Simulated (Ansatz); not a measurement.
# F3H3O3W: basis-set convergence

An exercise on one series of results from a longer session: the logs are not shown, and one member is left open.

Program: Ansatz 0.2.0, Gaussian basis. Level of theory: one geometry, several basis sets. These are calculated values, not measurements.

Levels to be run: PBE0-D4/def2-SVP; ωB97M-V/def2-SVP; PBE0-D4/def2-QZVPP; ωB97M-V/def2-QZVPP; the functionals' def2-TZVPP values are taken from earlier runs.

### The geometry

An earlier PBE0-D4 in a triple-zeta def2 set relaxation fixed the geometry. W takes the def2 core potential; no spin-orbit term is included.

SMILES `[OH][W]([OH])([OH])([F])([F])[F]`, 10 atoms, charge 0, spin multiplicity 1.

Atoms are counted from 1 here; the program's logs count them from 0.

Bond lengths: O1–W2 1.864 Å, O1–H8 0.961 Å, W2–O3 1.864 Å, W2–O4 1.864 Å, W2–F5 1.877 Å, W2–F6 1.877 Å, W2–F7 1.877 Å, O3–H9 0.961 Å, O4–H10 0.961 Å. Angles: W2–O1–H8 125.1°, O1–W2–O3 92.7°, O1–W2–O4 92.7°, O1–W2–F5 97.8°, O1–W2–F6 169.2°, O1–W2–F7 84.4°, O3–W2–O4 92.7°, O3–W2–F5 84.5°, O3–W2–F6 97.8°, O3–W2–F7 169.2°, O4–W2–F5 169.2°, O4–W2–F6 84.4°, O4–W2–F7 97.8°, F5–W2–F6 85.6°, F5–W2–F7 85.6°, F6–W2–F7 85.6°, W2–O3–H9 125.2°, W2–O4–H10 125.1°.

Set-up of the first run:

Input file in.yaml:

```yaml
crystal:
  periodic: [false, false, false]
  atoms:
    - {symbol: O, position_ang: [-0.848698, -1.515397, -0.262557]}
    - {symbol: W, position_ang: [-0.117368, 0.173210, 0.037143]}
    - {symbol: O, position_ang: [1.140826, -0.488927, 1.243144]}
    - {symbol: O, position_ang: [1.053742, 0.018903, -1.405359]}
    - {symbol: F, position_ang: [-1.097185, 0.606459, 1.577773]}
    - {symbol: F, position_ang: [0.430711, 1.967819, 0.055050]}
    - {symbol: F, position_ang: [-1.613584, 0.789249, -0.913232]}
    - {symbol: H, position_ang: [-1.612641, -1.697005, -0.816480]}
    - {symbol: H, position_ang: [1.012332, -0.561669, 2.192698]}
    - {symbol: H, position_ang: [1.651877, 0.707369, -1.708191]}
basis:
  gaussian: {orbitals: def2-SVP}
hamiltonian: {xc: pbe0, dispersion: d4}
output: {orbitals: {seedname: orbitals}}
```

Started as:

```bash
ansatz run in.yaml --threads 4 --pin off --events-out ev --progress --plain --max-ram 11315MiB
```

Among the steps run: PBE0-D4 in def2-SVP; ωB97M-V in def2-SVP; PBE0-D4 in def2-QZVPP; ωB97M-V in def2-QZVPP.

One of the session's tables, all rows but one given; the rest of the session is left out.

It belongs to the step «Functionals by basis». 

| functional | basis | HOMO (eV) | LUMO (eV) |
| --- | --- | --- | --- |
| PBE0-D4 | def2-SVP | -10.09 | -3.09 |
| PBE0-D4 | def2-TZVPP | -10.17 | -3.02 |
| PBE0-D4 | def2-QZVPP | ? | ? |
| ωB97M-V | def2-SVP | -12.49 | -0.93 |
| ωB97M-V | def2-TZVPP | -12.59 | -0.86 |
| ωB97M-V | def2-QZVPP | -12.64 | -0.93 |

Q: Estimate the row for PBE0-D4, def2-QZVPP from the others.

As computed: HOMO (eV): -10.21; LUMO (eV): -3.07. In the column «HOMO (eV)» it lies between ωB97M-V, def2-SVP (-12.49) and PBE0-D4, def2-TZVPP (-10.17).
